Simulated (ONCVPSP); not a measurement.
# Zn: generating and testing an ONCV potential

Do these settings give a usable potential? It is generated, then checked for transferability, scattering, ghosts and hardness.

Method: ONCVPSP 4.0.1, PBE, scalar-relativistic.

**1. Starting point**

The settings as typed:

```json
{
 "element": "zinc (Zn, Z = 30)",
 "type": "optimised norm-conserving Vanderbilt (ONCV)",
 "frozen core": "[Ne]",
 "valence charge": "20",
 "reference configuration": "3s2 3p6 3d10 4s1 (charge +1)",
 "partial waves": "3s+4s: rc 1.10 bohr, ncon 5, nbas 9, qcut 14.1 1/bohr, 3 projectors, debl 1.8 Ha; 3p: rc 1.00 bohr, ncon 4, nbas 7, qcut 15.5 1/bohr, 2 projectors, debl 2.3 Ha; 3d: rc 1.40 bohr, ncon 3, nbas 7, qcut 10.6 1/bohr, 2 projectors, debl 1.3 Ha; f scattering state at 0.25 Ha: rc 1.40 bohr, ncon 4, nbas 9, qcut 8.4 1/bohr, 1 projector",
 "local potential": "polynomial inside 0.65 bohr (lpopt 3, dvloc0 0 Ha)",
 "core correction": "polynomial model core, fcfact 0.45"
}
```

An earlier all-electron run gives the scale for the radii.

All-electron outer shells of the reference configuration (PBE, scalar-relativistic, ld1.x):

| shell | level (eV) | outermost node (bohr) | outermost maximum (bohr) |
| --- | --- | --- | --- |
| 2p | -1013.55 | – | 0.15 |
| 3s | -138.90 | 0.28 | 0.59 |
| 3p | -93.08 | 0.25 | 0.59 |
| 3d | -19.76 | – | 0.57 |
| 4s | -14.00 | 0.84 | 1.99 |
| 4p | -7.78 | 0.91 | 2.55 |

**2. The generation run**

Contents of Zn.dat:

```
# ATOM AND REFERENCE CONFIGURATION
# atsym  z   nc   nv     iexc    psfile
  Zn 30.00    3    4        4      upf
#
#   n    l    f
    1    0    2.00
    2    0    2.00
    2    1    6.00
    3    0    2.00
    3    1    6.00
    3    2   10.00
    4    0    1.00
#
# PSEUDOPOTENTIAL AND OPTIMIZATION
# lmax
    3
#
#   l,   rc,      ep,       ncon, nbas, qcut
    0    1.10    0.00    5    9   14.10
    1    1.00    0.00    4    7   15.50
    2    1.40    0.00    3    7   10.60
    3    1.40    0.25    4    9    8.40
#
# LOCAL POTENTIAL
# lloc, lpopt,  rc(5),   dvloc0
    4    3    0.65    0.00
#
# VANDERBILT-KLEINMAN-BYLANDER PROJECTORs
# l, nproj, debl
    0    3    1.80
    1    2    2.30
    2    2    1.30
    3    1    0.90
#
# MODEL CORE CHARGE
# icmod, fcfact, rcfact
    1    0.45    0.00
#
# LOG DERIVATIVE ANALYSIS
# epsh1, epsh2, depsh
   -7.00    5.00    0.04
#
# OUTPUT GRID
# rlmax, drl
    6.00    0.01
#
# TEST CONFIGURATIONS
# ncnf
    4
# nvcnf
#   n    l    f
    4
    3    0    2.00
    3    1    6.00
    3    2   10.00
    4    0    2.00
#
    4
    3    0    2.00
    3    1    6.00
    3    2   10.00
    4    0    0.00
#
    4
    3    0    2.00
    3    1    6.00
    3    2    9.00
    4    0    0.00
#
    4
    3    0    2.00
    3    1    6.00
    3    2    9.00
    4    0    2.00
#
```

The run is started by

```
$ oncvpsp.x < Zn.dat > Zn.out
```

**Question.** What will these runs give? Wanted: cutoffs for 1 and 0.1 mHa per electron, occupied waves; bound ghosts; GHOST(+) flags; largest test error; largest phase difference near zero energy, channels read; rms error of d²Exc/dn², without and with the model core; projector energies reset by the program.

As calculated:

| quantity | value |
| --- | --- |
| cutoffs for 1 and 0.1 mHa per electron, occupied waves | 67 Ha and 78 Ha |
| bound ghosts | none found |
| GHOST(+) flags | s at 1496 eV |
| largest test error (AE − PS) | +113 meV, for 3s2 3p6 3d9 4s2 |
| largest phase difference near zero energy, channels read | 0.000 rad |
| rms error of d²Exc/dn², without and with the model core | 1.67 and 0.49 mHa |
| projector energies reset by the program | p: -3.421, 0.250 Ha |

What this shows: The worst unpolarised test, 3s2 3p6 3d9 4s2, is off by 113 meV on 8.0 eV; by total energies transferability rates as poor. It counts as very hard, with 67 Ha needed at the looser tolerance. At the looser tolerance the 3s wave is the slowest; 4s needs 56 Ha. It is free of bound ghosts as far as tested. Near zero energy the phases of the channels with partial waves agree within 0.001 rad. The program also flags highly localised states, GHOST(+) (s). All of this concerns the isolated atom, not yet a solid.
